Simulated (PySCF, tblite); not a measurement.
# C3H14N2SSi2: geometry, infrared bands and NMR shifts

What infrared bands and NMR shifts should C3H14N2SSi2 (`CC(C)[SiH2]S[SiH](N)N`) show?

Programs: tblite 0.8.0 and PySCF 2.14.0, with density-fitted response routines of our own. Each step states its level of theory. These are calculated values for one molecule in the gas phase, unless marked as measured. Atoms count from 0, in the outputs and in this text.

### Step 1. Starting geometry

22 atoms, charge 0, multiplicity 1; geometry from: force field or distance geometry start.

Bonds of the start (Å): C0–C1 1.53, C1–C2 1.52, C1–Si3 1.90, Si3–S4 2.14, S4–Si5 2.09, Si5–N6 1.68, Si5–N7 1.69, C0–H8 1.10, C0–H9 1.09, C0–H10 1.10, C1–H11 1.09, C2–H12 1.11, C2–H13 1.10, C2–H14 1.08, Si3–H15 1.50, Si3–H16 1.48, Si5–H17 1.47, N6–H18 1.02, N6–H19 1.02, N7–H20 1.02, N7–H21 1.02.

### Step 2. Relaxing the molecule with GFN2-xTB

The job: settings as JSON, then the geometry in Å.

```
{"job": {"kind": "relax", "xc": "GFN2-xTB", "basis": "xTB"}, "charge": 0, "multiplicity": 1}
C     -1.574100     1.862300    -0.195300
C     -1.367300     0.428500    -0.683900
C     -2.522000     0.004900    -1.577200
Si    -1.064800    -0.803200     0.728700
S      0.641600    -0.265200     1.910800
Si     2.065800    -1.007700     0.576900
N      2.481700     0.221800    -0.486700
N      3.509100    -0.979200     1.460100
H     -2.467000     1.943700     0.442400
H     -0.729800     2.232200     0.384400
H     -1.720000     2.538500    -1.048700
H     -0.463000     0.415400    -1.294300
H     -3.486700    -0.000400    -1.024100
H     -2.631100     0.702900    -2.423800
H     -2.377800    -0.983600    -1.997300
H     -2.245700    -0.801900     1.650300
H     -0.902900    -2.187600     0.219400
H      1.862000    -2.318300    -0.056500
H      2.603900     1.070500     0.067200
H      3.419600    -0.003100    -0.814300
H      3.418400    -0.224300     2.139900
H      3.539700    -1.826800     2.021300
```

Run with:

```
OMP_NUM_THREADS=1 python probes_run.py task.json out
```

The driver reads the jobs from task.json and runs them one after another.

What it wrote:

```text
step      E/eV     max force
  0    -711.94914    2.458
  1    -712.13951    1.395
  2    -712.23301    1.002
  3    -712.34507    0.749
  4    -712.41504    0.701
  5    -712.48495    0.745
  6    -712.54211    0.659
  7    -712.59728    0.462
  8    -712.62512    0.348
  9    -712.64590    0.376
 10    -712.67260    0.471
 11    -712.70030    0.578
 12    -712.72203    0.525
 13    -712.73364    0.294
 14    -712.74144    0.263
 15    -712.74881    0.294
 16    -712.75655    0.310
 17    -712.76308    0.257
 18    -712.76730    0.131
 19    -712.77064    0.189
 20    -712.77468    0.224
 21    -712.77860    0.182
 22    -712.78122    0.116
 23    -712.78271    0.078
 24    -712.78385    0.080
 25    -712.78501    0.092
 26    -712.78614    0.088
 27    -712.78704    0.056
 28    -712.78768    0.062
 29    -712.78819    0.056
 30    -712.78866    0.062
 31    -712.78920    0.076
 32    -712.78982    0.067
 33    -712.79050    0.061
 34    -712.79119    0.063
 35    -712.79192    0.063
 36    -712.79271    0.063
 37    -712.79358    0.058
 38    -712.79441    0.050
 39    -712.79509    0.050
 40    -712.79556    0.053
 41    -712.79593    0.046
 42    -712.79630    0.048
 43    -712.79671    0.047
 44    -712.79714    0.051
 45    -712.79747    0.040
 46    -712.79772    0.035
 47    -712.79800    0.038
 48    -712.79845    0.062
 49    -712.79916    0.090
 50    -712.80005    0.096
 51    -712.80076    0.068
 52    -712.80124    0.054
 53    -712.80162    0.054
 54    -712.80209    0.057
 55    -712.80237    0.035
 56    -712.80253    0.027
 57    -712.80268    0.038
 58    -712.80288    0.055
 59    -712.80312    0.054
 60    -712.80328    0.031
 61    -712.80337    0.023
 62    -712.80345    0.023
 63    -712.80356    0.027
 64    -712.80368    0.028
 65    -712.80384    0.032
 66    -712.80403    0.039
 67    -712.80429    0.040
 68    -712.80462    0.046
 69    -712.80491    0.039
 70    -712.80511    0.031
 71    -712.80529    0.034
 72    -712.80552    0.059
 73    -712.80586    0.068
 74    -712.80627    0.046
 75    -712.80660    0.040
 76    -712.80686    0.041
 77    -712.80719    0.052
 78    -712.80762    0.053
 79    -712.80801    0.043
 80    -712.80829    0.037
 81    -712.80849    0.029
 82    -712.80870    0.037
 83    -712.80892    0.030
 84    -712.80908    0.028
 85    -712.80921    0.029
 86    -712.80933    0.027
 87    -712.80951    0.031
 88    -712.80969    0.026
 89    -712.80984    0.024
 90    -712.80995    0.030
 91    -712.81006    0.029
 92    -712.81017    0.025
 93    -712.81029    0.019
 94    -712.81038    0.023
 95    -712.81049    0.024
 96    -712.81063    0.023
 97    -712.81083    0.032
 98    -712.81104    0.028
 99    -712.81119    0.032
100    -712.81130    0.031
101    -712.81145    0.028
102    -712.81168    0.039
103    -712.81195    0.041
104    -712.81213    0.028
105    -712.81221    0.014
106    -712.81226    0.017
107    -712.81232    0.017
108    -712.81239    0.018
109    -712.81246    0.017
110    -712.81251    0.016
111    -712.81256    0.016
112    -712.81263    0.020
113    -712.81272    0.021
114    -712.81279    0.016
115    -712.81284    0.017
116    -712.81287    0.015
117    -712.81291    0.020
118    -712.81295    0.015
119    -712.81296    0.008
```

Run time: 4.2 s. Hardware: 1 thread of Intel Xeon at 2.50GHz, shared host; peak memory 0.18 GiB.

The steps of the relaxation: (not every step is listed)

| step | energy from step 0 (eV) | largest force (eV/Å) |
| --- | --- | --- |
| 0 | 0.0000 | 2.4585 |
| 1 | -0.1904 | 1.3951 |
| 2 | -0.2839 | 1.0024 |
| 3 | -0.3959 | 0.7491 |
| 4 | -0.4659 | 0.7007 |
| 5 | -0.5358 | 0.7447 |
| 6 | -0.5930 | 0.6585 |
| 7 | -0.6481 | 0.4619 |
| 8 | -0.6760 | 0.3483 |
| 18 | -0.8182 | 0.1310 |
| 28 | -0.8385 | 0.0625 |
| 38 | -0.8453 | 0.0499 |
| 48 | -0.8493 | 0.0620 |
| 58 | -0.8537 | 0.0550 |
| 68 | -0.8555 | 0.0462 |
| 78 | -0.8585 | 0.0528 |
| 88 | -0.8605 | 0.0256 |
| 98 | -0.8619 | 0.0277 |
| 108 | -0.8632 | 0.0185 |
| 114 | -0.8636 | 0.0164 |
| 115 | -0.8637 | 0.0168 |
| 116 | -0.8637 | 0.0152 |
| 117 | -0.8638 | 0.0199 |
| 118 | -0.8638 | 0.0149 |
| 119 | -0.8638 | 0.0082 |

Close pairs (by a distance rule), those that changed most:

| bond | before (Å) | after (Å) | change (Å) |
| --- | --- | --- | --- |
| S4–Si5 | 2.088 | 2.173 | +0.085 |
| Si5–N6 | 1.678 | 1.719 | +0.041 |
| Si3–H15 | 1.498 | 1.458 | -0.040 |
| Si5–N7 | 1.692 | 1.724 | +0.032 |
| C2–H12 | 1.112 | 1.088 | -0.024 |
| Si3–H16 | 1.484 | 1.463 | -0.021 |
| Si5–H17 | 1.470 | 1.454 | -0.016 |
| N6–H18 | 1.021 | 1.008 | -0.013 |

The final coordinates are the input of the step that follows.

### Step 3. Vibrational analysis with GFN2-xTB

The job: settings as JSON, then the geometry in Å.

```
{"job": {"kind": "ir", "xc": "GFN2-xTB", "basis": "xTB"}, "charge": 0, "multiplicity": 1}
C     -1.410635     1.803898    -0.193579
C     -1.296637     0.364597    -0.693218
C     -2.447902     0.043280    -1.640857
Si    -1.239636    -0.868884     0.758555
S      0.458294    -0.528728     2.013025
Si     2.143133    -0.957420     0.709750
N      2.172057     0.299607    -0.462287
N      3.610648    -1.094468     1.603804
H     -2.361064     1.955980     0.314959
H     -0.613044     2.036060     0.509797
H     -1.354064     2.507963    -1.023638
H     -0.360342     0.276924    -1.256671
H     -3.401905     0.122853    -1.123128
H     -2.459510     0.736530    -2.481377
H     -2.358553    -0.967011    -2.033651
H     -2.355380    -0.685455     1.679079
H     -1.176924    -2.241357     0.255903
H      1.930295    -2.231458     0.041492
H      1.875118     1.224114    -0.193403
H      2.967027     0.354094    -1.077095
H      3.975510    -0.264375     2.046585
H      3.693104    -1.867360     2.245104
```

What it wrote:

```text
mode    cm-1     km/mol
  1      25.7      0.26
  2      43.3      0.79
  3      57.3      1.00
  4      90.4      1.81
  5     112.6      2.93
  6     147.7     26.16
  7     163.2      3.02
  8     188.6     12.77
  9     212.4      2.10
 10     221.7      1.45
 11     232.1      1.02
 12     255.3     19.57
 13     267.6      1.24
 14     293.2      1.99
 15     382.0      4.27
 16     441.5     22.66
 17     495.0     54.84
 18     501.6    122.60
 19     524.4    160.14
 20     590.8    266.48
 21     599.3     71.48
 22     632.0    103.05
 23     671.2     19.32
 24     671.6    177.34
 25     721.3    433.93
 26     757.5    206.16
 27     805.7     18.56
 28     822.9    190.24
 29     860.1    193.66
 30     945.0    126.68
 31     947.4      0.06
 32     950.3    105.50
 33     995.2      1.21
 34    1044.0     18.03
 35    1134.1      1.80
 36    1179.0      1.16
 37    1279.5      2.42
 38    1307.7      0.23
 39    1413.7      2.44
 40    1426.1      0.80
 41    1501.6      3.14
 42    1506.1     30.74
 43    1509.4     23.51
 44    1513.1      2.03
 45    1515.8      5.81
 46    1518.5     66.33
 47    2251.4    244.62
 48    2305.6    157.75
 49    2313.0    338.58
 50    2919.6     33.05
 51    3000.0     19.01
 52    3005.6     82.12
 53    3017.2     17.18
 54    3023.8     61.59
 55    3027.0     33.74
 56    3032.7     32.36
 57    3458.6     13.93
 58    3471.0      3.23
 59    3495.7      1.31
 60    3511.4      2.19
```

Wall time 4.3 s (1 thread of Intel Xeon at 2.50GHz, shared host); peak memory 0.18 GiB.

Which atoms move in the most intense modes:

| cm⁻¹ | km/mol | atoms |
| --- | --- | --- |
| 591 | 266.5 | H21 36 %, H20 35 %, N7 21 % |
| 672 | 177.3 | H17 64 % |
| 721 | 433.9 | H15 34 %, H16 33 %, Si3 21 % |
| 758 | 206.2 | H15 47 %, H16 47 % |
| 823 | 190.2 | H19 35 %, H18 27 %, N6 11 % |
| 860 | 193.7 | N7 30 %, Si5 27 %, H20 19 %, N6 15 % |
| 2251 | 244.6 | H16 94 % |
| 2313 | 338.6 | H17 86 %, H15 10 % |

### Step 4. Shielding tensors: PBE0/pcSseg-1

The job, as its differences from that of step 3:

```diff
@@ -1,2 +1,2 @@
-{"job": {"kind": "ir", "xc": "GFN2-xTB", "basis": "xTB"}, "charge": 0, "multiplicity": 1}
+{"job": {"kind": "nmr", "xc": "PBE0", "basis": "pcSseg-1"}, "charge": 0, "multiplicity": 1}
 C     -1.410635     1.803898    -0.193579
```

Level: GIAO PBE0/pcSseg-1 NMR shielding, non-relativistic, gas phase.

What it wrote:

```text
coarse grid: 18936 points
cycle   1  E = -1208.6815712876  dE =  5.715e-01  |g| = 6.596e-01  |ddm| = 4.113e+00
cycle   2  E = -1208.6353234496  dE =  4.625e-02  |g| = 8.124e-01  |ddm| = 1.272e+00
cycle   3  E = -1208.7825922712  dE = -1.473e-01  |g| = 6.532e-02  |ddm| = 7.371e-01
cycle   4  E = -1208.7835067319  dE = -9.145e-04  |g| = 3.027e-02  |ddm| = 1.089e-01
cycle   5  E = -1208.7837237247  dE = -2.170e-04  |g| = 4.793e-03  |ddm| = 3.922e-02
cycle   6  E = -1208.7837290939  dE = -5.369e-06  |g| = 1.524e-03  |ddm| = 8.111e-03
final grid: 166416 points
cycle   7  E = -1208.8257890492  dE = -3.829e-05  |g| = 1.114e-02  |ddm| = 3.023e-02
cycle   8  E = -1208.8257660768  dE =  2.297e-05  |g| = 1.485e-02  |ddm| = 2.227e-02
cycle   9  E = -1208.8258182174  dE = -5.214e-05  |g| = 7.445e-04  |ddm| = 1.332e-02
cycle  10  E = -1208.8258183348  dE = -1.174e-07  |g| = 2.468e-04  |ddm| = 8.982e-04
cycle  11  E = -1208.8258183488  dE = -1.398e-08  |g| = 4.680e-05  |ddm| = 2.291e-04
cycle  12  E = -1208.8258183493  dE = -4.720e-10  |g| = 1.575e-05  |ddm| = 6.046e-05
converged SCF energy = -1208.8258183493

GIAO shielding tensors (ppm)
atom      isotropic    diamagn.    paramagn.     s11        s22        s33       span
  0 C      167.297     249.882     -82.586    157.183    159.155    185.552     28.369
  1 C      167.106     253.117     -86.011    159.083    163.773    178.461     19.378
  2 C      167.517     246.458     -78.941    153.826    159.906    188.818     34.992
  3 Si     372.609     882.891    -510.283    315.313    373.144    429.369    114.056
  4 S      743.517    1063.641    -320.124    648.795    739.690    842.066    193.271
  5 Si     364.230     880.454    -516.224    336.271    373.909    382.510     46.238
  6 N      233.466     320.286     -86.819    201.112    228.284    271.003     69.890
  7 N      227.244     317.176     -89.932    202.533    226.709    252.490     49.957
  8 H       31.094      31.857      -0.762     27.532     28.372     37.380      9.848
  9 H       30.101      33.719      -3.618     24.569     30.947     34.788     10.219
 10 H       30.599      31.686      -1.086     26.778     27.429     37.591     10.813
 11 H       29.893      36.344      -6.451     24.356     28.450     36.873     12.517
 12 H       31.042      29.828       1.214     26.909     28.893     37.324     10.416
 13 H       30.470      29.543       0.926     25.920     27.823     37.666     11.745
 14 H       30.498      30.277       0.221     25.418     28.624     37.452     12.033
 15 H       27.407      31.455      -4.048     23.009     26.140     33.072     10.063
 16 H       26.981      31.730      -4.749     22.354     26.289     32.302      9.948
 17 H       26.551      31.063      -4.512     22.690     25.229     31.734      9.044
 18 H       30.900      35.256      -4.356     24.889     28.733     39.078     14.188
 19 H       31.124      30.846       0.278     23.394     26.078     43.900     20.505
 20 H       30.920      29.856       1.064     24.617     27.544     40.599     15.982
 21 H       30.976      28.605       2.371     24.003     27.028     41.899     17.895
```

Wall time 2.5 min (1 thread of Intel Xeon at 2.50GHz, shared host); peak memory 1.1 GiB.

The references, computed at this level on geometries of the same kind, shield at (ppm): 1H TMS 31.72, 13C TMS 186.9, 29Si TMS 349.2, 15N NH3 267.7, 33S CS2 504. Their shielding less the atom's gives the shift. The references are single molecules in the gas phase, so shifts against H2O, NH3, PH3, H3PO4 or CFCl3 are not on the usual liquid scales and can be off by tens of ppm. Atoms listed in one row are averaged.

| atoms | environment | σ (ppm) | δ (ppm) | δ scaled to CDCl3 |
| --- | --- | --- | --- | --- |
| C1 | sp3 CH bonded to Si | 167.1 | 19.8 | 17.4 |
| C0, C2 | methyl carbon | 167.4 | 19.5 | 17.1 |
| H17 | hydrogen on a silicon bonded to 2 N, S | 26.55 | 5.17 | – |
| H15, H16 | hydrogen on a silicon bonded to C, S | 27.19 | 4.52 | – |
| H11 | hydrogen on an sp3 CH bonded to Si | 29.89 | 1.82 | 1.82 |
| H8, H9, H10, H12, H13, H14 | hydrogen on a methyl carbon | 30.63 | 1.08 | 1.13 |
| H18, H19, H20, H21 | hydrogen on a nitrogen bonded to Si | 30.98 | 0.74 | – |
| Si5 | silicon bonded to 2 N, S, H | 364.2 | -15.1 | – |
| Si3 | silicon bonded to C, S, 2 H | 372.6 | -23.5 | – |
| S4 | sulfur bonded to 2 Si | 744 | -240 | – |
| N6, N7 | nitrogen bonded to Si, 2 H | 230.4 | 37.4 | – |

The scaled column applies a straight-line fit of computed shieldings to shifts measured in CDCl3, with any fitted terms for Cl, Br or S neighbours (root-mean-square error 0.16 ppm for H, 1.9 ppm for C).

The run also stored atomic charges by several schemes (e):

| atoms | Mulliken | IAO | Hirshfeld | ESP fit |
| --- | --- | --- | --- | --- |
| C0, C2 | -0.24 | -0.41 | -0.12 | -0.42 |
| C1 | -0.62 | -0.37 | -0.11 | 0.38 |
| Si3 | 0.59 | 0.68 | 0.31 | 0.28 |
| S4 | -0.58 | -0.49 | -0.21 | -0.47 |
| Si5 | 0.88 | 1.06 | 0.39 | 0.89 |
| N6, N7 | -0.62 | -0.85 | -0.31 | -1.00 |

Mayer bond orders: C0–C1 1.03, C1–C2 1.03, C1–Si3 0.88, Si3–S4 0.96, S4–Si5 0.90, Si5–N6 1.04, Si5–N7 1.07.

Orbitals, density, ELF and potential are computed afterwards from the orbital file.

Frontier orbitals at PBE0/pcSseg-1, with the share of their density that lies nearest to each atom:

| orbital | energy (eV) | lies on |
| --- | --- | --- |
| HOMO | -7.00 | S4 67 %; C1 7 % |
| LUMO | 0.70 | Si3 18 %; S4 16 %; H15, H16 about 12 % each |

ELF in a plane through or near 5 of the atoms.

Values, 10 rows by 14 columns:
```
0.00 0.00 0.00 0.00 0.00 0.00 0.00 0.00 0.00 0.00 0.00 0.00 0.00 0.00
0.00 0.00 0.00 0.00 0.00 0.00 0.00 0.00 0.00 0.00 0.00 0.00 0.00 0.00
0.00 0.00 0.00 0.00 0.02 0.20 0.32 0.00 0.21 0.86 0.02 0.00 0.00 0.00
0.00 0.00 0.01 0.00 0.30 0.89 0.93 0.00 0.23 0.86 0.02 0.00 0.00 0.00
0.00 0.00 0.42 0.52 0.28 0.76 0.24 0.17 0.62 0.17 0.14 0.02 0.00 0.00
0.00 0.02 0.65 0.36 0.16 0.07 0.09 0.28 0.25 0.80 0.92 0.36 0.00 0.00
0.00 0.00 0.92 0.44 0.19 0.34 0.15 0.18 0.40 0.08 0.98 0.61 0.00 0.00
0.00 0.00 0.01 0.00 0.02 0.03 0.11 1.00 0.74 0.01 0.02 0.00 0.00 0.00
0.00 0.00 0.00 0.00 0.00 0.00 0.05 0.93 0.33 0.00 0.00 0.00 0.00 0.00
0.00 0.00 0.00 0.00 0.00 0.00 0.00 0.00 0.00 0.00 0.00 0.00 0.00 0.00
```
The map spans 14.4 Å across and 10.1 Å up, centred on the molecule. Atoms in the plane (x, y in Å): C1 (1.5, 0.1), Si5 (-2.4, -0.3), N7 (-4.1, -0.2), H12 (3.5, -0.8), H18 (-1.3, 1.8).

On the surface of density 0.002 e/bohr³ the electrostatic potential runs, from the 1st to the 99th percentile, from -1.09 V near N7 to 1.57 V near H20.

### Step 5. Outcome

| quantity | value |
| --- | --- |
| strongest single infrared mode (GFN2-xTB) | 721 cm⁻¹, 434 km/mol |
| zero-point energy (GFN2-xTB) | 107.7 kcal/mol |
| 13C shifts against TMS (PBE0/pcSseg-1, means over atoms taken as alike) | 19.8, 19.5 ppm |
| 1H shifts against TMS (PBE0/pcSseg-1, means over atoms taken as alike) | 5.17, 4.52, 1.82, 1.08, 0.74 ppm |
| 29Si shifts against TMS (PBE0/pcSseg-1) | -15.1, -23.5 ppm |
| 33S shifts against CS2 (PBE0/pcSseg-1) | -240 ppm |
| 15N shifts against NH3 (PBE0/pcSseg-1, means over atoms taken as alike) | 37.4 ppm |
| surface potential, 1st and 99th percentile | -1.09 V and 1.57 V |

**Reading.** Over 119 steps the energy fell by 0.864 eV; of the close pairs, S4–Si5 changed most, 2.088 to 2.173 Å. All 60 modes are real, so the xTB geometry is a minimum. The strongest single mode, at 721 cm⁻¹, is carried by H15, H16, Si3. GFN2-xTB is a fitted tight-binding method: band positions and strengths are rough. Its intensities can rank the bands wrongly. At PBE0/pcSseg-1: The widest tensor belongs to S4: span 193 ppm, with a paramagnetic part of -320 ppm.
